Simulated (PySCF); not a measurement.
# C5H4FNO2: the cost of one run

Programs: PySCF 2.14.0, with routines of our own; each step states its level. All values are computed. Atoms count from 0.

## 1. The starting structure

13 atoms, charge 0, multiplicity 1; geometry from: GFN2-xTB.

## 2. Magnetic properties: GIAO B3LYP/pcSseg-1

The job: settings as JSON, then the geometry in Å.

```
{"job": {"kind": "mag", "xc": "B3LYP", "basis": "pcSseg-1", "isotopologues": 0}, "charge": 0, "multiplicity": 1}
N     -4.285537     0.545320    -0.006808
C     -3.142806     0.473518    -0.056356
C     -1.737166     0.407759    -0.110812
C     -1.069954    -0.749998    -0.143257
C      0.400404    -0.834331    -0.206242
O      1.018763    -1.857438    -0.295843
O      0.986516     0.393540    -0.123967
C      2.367994     0.456388    -0.273078
F      2.672099     0.701563    -1.577145
H     -1.218567     1.357540    -0.124123
H     -1.576647    -1.704872    -0.141626
H      2.847286    -0.492984     0.003114
H      2.733229     1.304480     0.315919
```

Level: GIAO B3LYP/pcSseg-1 magnetisability, rotational g tensor and spin-rotation constants, non-relativistic, gas phase.

Launch:

```
$ OMP_NUM_THREADS=1 python excited_run.py task.json out
```

One launch serves the whole session: the jobs run in the order shown.

Q: Estimate the wall time and peak memory of this first job on 1 thread of Arm Neoverse N1, shared host.

About 45 s, with a peak of 0.75 GiB.
